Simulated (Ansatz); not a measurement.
# MoTe2: the cost of one run

Program: Ansatz 0.2.0. Level of theory: DFT r²SCAN+U (U_eff = 4 eV on Mo d), plane waves, PAW. These are calculated values, not measurements.

## Step 1: The structure to begin with

It takes space group P6_3/mmc (No. 194, hexagonal). The conventional cell has a = 3.518 Å, b = 3.518 Å, c = 13.974 Å, α = 90.00°, β = 90.00°, γ = 120.00°. Te (site symmetry 3m) has 3 Mo at 2.72 Å in its first shell of neighbours. Around Mo (site symmetry -6m2) lie 6 Te at 2.72 Å.

Structure file:

```
CELL_PARAMETERS angstrom
3.51820 0.00000 0.00000
-1.75910 3.04685 0.00000
0.00000 0.00000 13.97360
ATOMIC_POSITIONS crystal
Te 0.33333 0.66667 0.62100
Te 0.66667 0.33333 0.12100
Te 0.33333 0.66667 0.87900
Te 0.66667 0.33333 0.37900
Mo 0.33333 0.66667 0.25000
Mo 0.66667 0.33333 0.75000
```

Magnetic order typed: ferromagnetic.

An earlier series on this cell reached its lowest free state from «from atoms, symmetry kept, no search», perhaps among other starts.

## Step 2: Random orbitals: single harmonics, second filling

The input, input.yaml:

```yaml
crystal:
  lattice:
    - [3.51819974, 0.0, 0.0]
    - [-1.75909987, 3.04685035, 0.0]
    - [0.0, 0.0, 13.97359995]
  atoms:
    - { symbol: Te, position: [0.3333333333, 0.6666666667, 0.621] }
    - { symbol: Te, position: [0.6666666667, 0.3333333333, 0.121] }
    - { symbol: Te, position: [0.3333333333, 0.6666666667, 0.879] }
    - { symbol: Te, position: [0.6666666667, 0.3333333333, 0.379] }
    - { symbol: Mo, position: [0.3333333333, 0.6666666667, 0.25], spin: 0.3 }
    - { symbol: Mo, position: [0.6666666667, 0.3333333333, 0.75], spin: 0.3 }
basis:
  ecutwfc: 500
  ecutrho_ratio: 4
kpoints:
  mp_grid: { grid: [6, 6, 2] }
hamiltonian:
  xc: r2scan
  hubbard:
    sites:
      - { site: 4, l: d, u_eff: 4.0, starting_ns: [{ spin: up, occupation_matrix: s4up }, { spin: down, occupation_matrix: s4down }] }
      - { site: 5, l: d, u_eff: 4.0, starting_ns: [{ spin: up, occupation_matrix: s5up }, { spin: down, occupation_matrix: s5down }] }
    occupation_matrices:
      s4up:
        matrix:
          - [0.02, 0.0, 0.0, 0.0, 0.0]
          - [0.0, 0.02, 0.0, 0.0, 0.0]
          - [0.0, 0.0, 0.97, 0.0, 0.0]
          - [0.0, 0.0, 0.0, 0.02, 0.0]
          - [0.0, 0.0, 0.0, 0.0, 0.02]
      s4down:
        matrix:
          - [0.02, 0.0, 0.0, 0.0, 0.0]
          - [0.0, 0.02, 0.0, 0.0, 0.0]
          - [0.0, 0.0, 0.97, 0.0, 0.0]
          - [0.0, 0.0, 0.0, 0.02, 0.0]
          - [0.0, 0.0, 0.0, 0.0, 0.02]
      s5up:
        matrix:
          - [0.97, 0.0, 0.0, 0.0, 0.0]
          - [0.0, 0.02, 0.0, 0.0, 0.0]
          - [0.0, 0.0, 0.02, 0.0, 0.0]
          - [0.0, 0.0, 0.0, 0.02, 0.0]
          - [0.0, 0.0, 0.0, 0.0, 0.02]
      s5down:
        matrix:
          - [0.02, 0.0, 0.0, 0.0, 0.0]
          - [0.0, 0.97, 0.0, 0.0, 0.0]
          - [0.0, 0.0, 0.02, 0.0, 0.0]
          - [0.0, 0.0, 0.0, 0.02, 0.0]
          - [0.0, 0.0, 0.0, 0.0, 0.02]
    ns_hold: { iters: 5 }
scf:
  occupations: { method: gaussian, width: 0.05 }
  lower_state_search: "off"
  max_iter: 150
output:
  forces: true
  stress: true
  eigenvalues: true
  populations: true
  hubbard: { sites: [{ site: 4, l: d }, { site: 5, l: d }] }
magnetization:
  spin_polarized: true
```

The typed matrices put 0.97 on the chosen orbitals and 0.02 on the others, and are held for 5 cycles.

Launch:

```sh
$ ansatz run input.yaml --threads 8 --pin off --max-ram 12288MiB --backend cpu --events-out ev --progress --plain --runs-dir out
```

**Question.** How long does this run take on 8 threads of Arm Neoverse V1, shared host, and how much memory does it need?

About 5.1 min, with a peak of 2 GiB.
